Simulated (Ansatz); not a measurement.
# Si3Ge: the cost of one run

Program: Ansatz 0.2.0. Level of theory: DFT PBE, scalar-relativistic, plane waves, PAW. These are calculated values, not measurements.

## Step 1: The system as given

It takes space group P6/mmm (No. 191, hexagonal). Conventional cell: a = 2.712 Å, b = 2.712 Å, c = 10.186 Å, α = 90.00°, β = 90.00°, γ = 120.00°. Si (site symmetry 6/mmm) is surrounded by 8 Si at 2.55 to 2.71 Å. Si (site symmetry 6mm) is surrounded by 7 Si at 2.55 to 2.71 Å and 1 Ge at 2.55 Å. Around Ge (site symmetry 6/mmm) lie 2 Si at 2.55 Å and 6 Ge at 2.71 Å.

As a file:

```cif
data_structure
_symmetry_space_group_name_H-M 'P6/mmm'
_symmetry_Int_Tables_number 191
_cell_length_a 2.7118
_cell_length_b 2.7118
_cell_length_c 10.1862
_cell_angle_alpha 90.000
_cell_angle_beta 90.000
_cell_angle_gamma 120.000
_cell_volume 64.87
loop_
_atom_site_label
_atom_site_type_symbol
_atom_site_symmetry_multiplicity
_atom_site_Wyckoff_symbol
_atom_site_fract_x
_atom_site_fract_y
_atom_site_fract_z
_atom_site_occupancy
Si1 Si 1 a 0.00000 0.00000 0.00000 1
Si2 Si 2 e 0.00000 0.00000 0.25000 1
Ge1 Ge 1 b 0.00000 0.00000 0.50000 1
```

The start is an ordering of an alloy on its end members' structure types: elements ordered on the sites of the Si type, Si/Ge on Si (P6/mmm, No. 191).

## Step 2: The guess as it stands, on a coarse mesh

File input.yaml:

```yaml
crystal:
  lattice:
    - [2.71180902, 0.0, 0.0]
    - [-1.35590451, 2.3484955, 0.0]
    - [0.0, 0.0, 10.18618526]
  atoms:
    - { symbol: Si, position: [0.0, 0.0, 0.0] }
    - { symbol: Si, position: [0.0, 0.0, 0.25] }
    - { symbol: Si, position: [0.0, 0.0, 0.75] }
    - { symbol: Ge, position: [0.0, 0.0, 0.5] }
basis:
  ecutwfc: 420
kpoints:
  mp_grid: { grid: [6, 6, 2] }
hamiltonian:
  xc: pbe
scf:
  occupations: { method: gaussian, width: 0.1 }
  lower_state_search: "off"
output:
  forces: true
  stress: true
  eigenvalues: true
```

Command:

```
$ ansatz run input.yaml --threads 1 --pin off --max-ram 2560MiB --backend cpu --events-out ev --progress --plain --runs-dir out
```

**Question.** How long does this run take on 1 thread of Intel Xeon at 2.70GHz, shared host, and how much memory does it need?

About 1.6 s, with a peak of 0.34 GiB.
